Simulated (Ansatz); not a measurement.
Task: a single point in a Gaussian basis of C3H10ClGeP, SMILES C[CH](C)[GeH]([PH2])[Cl], with Ansatz 0.2.0 through its Python package. Give the script and its output. Use: B3LYP, cc-pVDZ basis, multiplicity 1.

```xyz
16

C    -0.2171    0.0407   -1.7163
C    -0.6574   -0.4312   -0.3310
C    -1.3254    0.7000    0.4501
Ge    0.8719   -1.1460    0.6621
P     2.3114    0.5058    1.3220
Cl    0.1563   -2.2014    2.4117
H    -1.0975    0.3885   -2.2976
H     0.5107    0.8751   -1.6367
H     0.2558   -0.7977   -2.2703
H    -1.3906   -1.2569   -0.4564
H    -0.6372    1.5648    0.5565
H    -2.2415    1.0376   -0.0795
H    -1.6187    0.3444    1.4605
H     1.6315   -2.1446   -0.2478
H     2.1495    1.2860    0.1092
H     1.2982    1.2350    2.0636
```

The script, `energy_c3h10clgep.py`:
```python
# -*- coding: utf-8 -*-
'''Electronic structure of the C3H10ClGeP molecule.'''

from dataclasses import dataclass
from pathlib import Path

import ansatz as az
import numpy as np


@dataclass(frozen=True)
class RunConfig:
    basis: str = 'cc-pVDZ'
    xc: str = 'b3lyp'


cfg = RunConfig()

GEOMETRY = '''
C    -0.21710    0.04070   -1.71630
C    -0.65740   -0.43120   -0.33100
C    -1.32540    0.70000    0.45010
Ge    0.87190   -1.14600    0.66210
P     2.31140    0.50580    1.32200
Cl    0.15630   -2.20140    2.41170
H    -1.09750    0.38850   -2.29760
H     0.51070    0.87510   -1.63670
H     0.25580   -0.79770   -2.27030
H    -1.39060   -1.25690   -0.45640
H    -0.63720    1.56480    0.55650
H    -2.24150    1.03760   -0.07950
H    -1.61870    0.34440    1.46050
H     1.63150   -2.14460   -0.24780
H     2.14950    1.28600    0.10920
H     1.29820    1.23500    2.06360
'''

c3h10clgep = az.Crystal.molecule()
for line in GEOMETRY.strip().splitlines():
    symbol, *xyz = line.split()
    c3h10clgep = c3h10clgep.atom(symbol, [float(v) for v in xyz])

job = (
    c3h10clgep.calculation()
    .basis(gaussian=cfg.basis)
    .functional(cfg.xc)
    .forces()
    .orbitals()
)
print(job.to_yaml())
outcome = job.run(runs_dir='c3h10clgep_runs')
r = outcome.report

print('reference energy %16.6f eV' % r['reference_energy_ev'])
print('total energy     %16.6f eV' % r['free_energy_ev'])
print('occupied (up, down):', r['n_occupied'], ' virtual:', r['n_virtual'], ' frozen:', r['n_frozen'])

state = r['mean_field']['state']
print(f'mean field: {state["energy"]["hartree"]:.7f} Ha, <S^2> = {abs(state["spin_squared"]):.4f}, stability: {state.get("stability", {}).get("kind")}')

symbols = [site.symbol for site in c3h10clgep.cartesian_sites]
forces = np.array(r['forces_ev_ang'])
print('largest force', round(float(np.linalg.norm(forces, axis=1).max()), 4), 'eV/A, rms', round(float(np.sqrt((forces ** 2).mean())), 4))

charges = r['charge_distribution']
dipole = np.array(charges['dipole_moment_e_ang']) * 4.803205
print('dipole (D): {:.3f} {:.3f} {:.3f}, length {:.3f}'.format(*dipole, np.linalg.norm(dipole)))
print('atom  Mulliken   Lowdin')
for symbol, m, l in zip(symbols, charges['mulliken_charges_e'], charges['lowdin_charges_e']):
    print(f'{symbol:4s} {m:9.3f} {l:8.3f}')

lines = Path(r['orbitals_path']).read_text().splitlines()
field_of = lambda key: [line.split('=')[1].strip() for line in lines if line.startswith(key)]
orbitals = [(27.211386 * float(e), s, float(n)) for e, s, n in zip(field_of('Ene='), field_of('Spin='), field_of('Occup='))]
homo = max(e for e, _, n in orbitals if n > 0.5)
lumo = min(e for e, _, n in orbitals if n < 0.5)
for e, spin, n in sorted(orbitals):
    if homo - 10 < e < lumo + 5:
        print(f'{spin:6s} {e:10.3f} eV  occupation {n:.0f}')
```

```console
$ python energy_c3h10clgep.py
crystal:
  periodic: [false, false, false]
  atoms:
    - { symbol: C, position_ang: [-0.2171, 0.0407, -1.7163] }
    - { symbol: C, position_ang: [-0.6574, -0.4312, -0.331] }
    - { symbol: C, position_ang: [-1.3254, 0.7, 0.4501] }
    - { symbol: Ge, position_ang: [0.8719, -1.146, 0.6621] }
    - { symbol: P, position_ang: [2.3114, 0.5058, 1.322] }
    - { symbol: Cl, position_ang: [0.1563, -2.2014, 2.4117] }
    - { symbol: H, position_ang: [-1.0975, 0.3885, -2.2976] }
    - { symbol: H, position_ang: [0.5107, 0.8751, -1.6367] }
    - { symbol: H, position_ang: [0.2558, -0.7977, -2.2703] }
    - { symbol: H, position_ang: [-1.3906, -1.2569, -0.4564] }
    - { symbol: H, position_ang: [-0.6372, 1.5648, 0.5565] }
    - { symbol: H, position_ang: [-2.2415, 1.0376, -0.0795] }
    - { symbol: H, position_ang: [-1.6187, 0.3444, 1.4605] }
    - { symbol: H, position_ang: [1.6315, -2.1446, -0.2478] }
    - { symbol: H, position_ang: [2.1495, 1.286, 0.1092] }
    - { symbol: H, position_ang: [1.2982, 1.235, 2.0636] }
basis:
  gaussian:
    orbitals: cc-pVDZ
hamiltonian:
  xc: b3lyp
output:
  orbitals: {}
  forces: true

reference energy    -81606.881110 eV
total energy        -81606.881110 eV
occupied (up, down): [46, 46]  virtual: [109, 109]  frozen: 0
mean field: -2998.9975657 Ha, <S^2> = 0.0000, stability: minimum
largest force 1.0627 eV/A, rms 0.292
dipole (D): -0.736 1.428 -2.120, length 2.660
atom  Mulliken   Lowdin
C       -0.000    0.013
C       -0.219   -0.153
C        0.009    0.012
Ge       0.403   -0.097
P       -0.055    0.173
Cl      -0.276    0.075
H        0.024    0.013
H        0.023    0.008
H        0.026    0.018
H        0.025    0.027
H        0.018    0.004
H        0.017    0.010
H        0.033    0.018
H       -0.052   -0.063
H        0.006   -0.032
H        0.018   -0.026
Alpha     -16.172 eV  occupation 2
Alpha     -14.056 eV  occupation 2
Alpha     -12.604 eV  occupation 2
Alpha     -11.937 eV  occupation 2
Alpha     -11.463 eV  occupation 2
Alpha     -11.083 eV  occupation 2
Alpha     -10.538 eV  occupation 2
Alpha     -10.006 eV  occupation 2
Alpha      -9.769 eV  occupation 2
Alpha      -9.501 eV  occupation 2
Alpha      -9.203 eV  occupation 2
Alpha      -9.013 eV  occupation 2
Alpha      -8.329 eV  occupation 2
Alpha      -7.997 eV  occupation 2
Alpha      -7.092 eV  occupation 2
Alpha      -0.383 eV  occupation 0
Alpha       0.351 eV  occupation 0
Alpha       0.631 eV  occupation 0
Alpha       0.887 eV  occupation 0
Alpha       1.391 eV  occupation 0
Alpha       1.835 eV  occupation 0
Alpha       2.272 eV  occupation 0
Alpha       3.013 eV  occupation 0
Alpha       3.109 eV  occupation 0
Alpha       3.275 eV  occupation 0
Alpha       3.727 eV  occupation 0
Alpha       4.120 eV  occupation 0
Alpha       4.207 eV  occupation 0
```

What to keep in mind:
- Total energies depend on the basis set; only differences at equal settings carry meaning.
- The geometry is a force-field or estimated start, not a minimum of this method, and the basis set is short of its limit.
- The Löwdin charges here are taken after orthogonalising the functions within each atom; they differ from plain Löwdin charges, and their signs can be unphysical.
- Alpha marks a spatial orbital of a restricted run, filled by both spins.
- b3lyp holds the VWN-RPA fit, as in Gaussian; the form of ORCA and Turbomole is b3lyp5.
- Levels such as HOMO and LUMO are orbital energies: with these approximate functionals they aren't the ionisation energy and electron affinity, and their gap isn't the fundamental gap.
- Run time: 18 s on 1 thread of Arm Neoverse V1, with other jobs on the host, peak memory 0.53 GiB.

(A comment or docstring line of the script was reworded after the run, the code is as it ran; lines on the test bed's own set-up are left out of the output.)
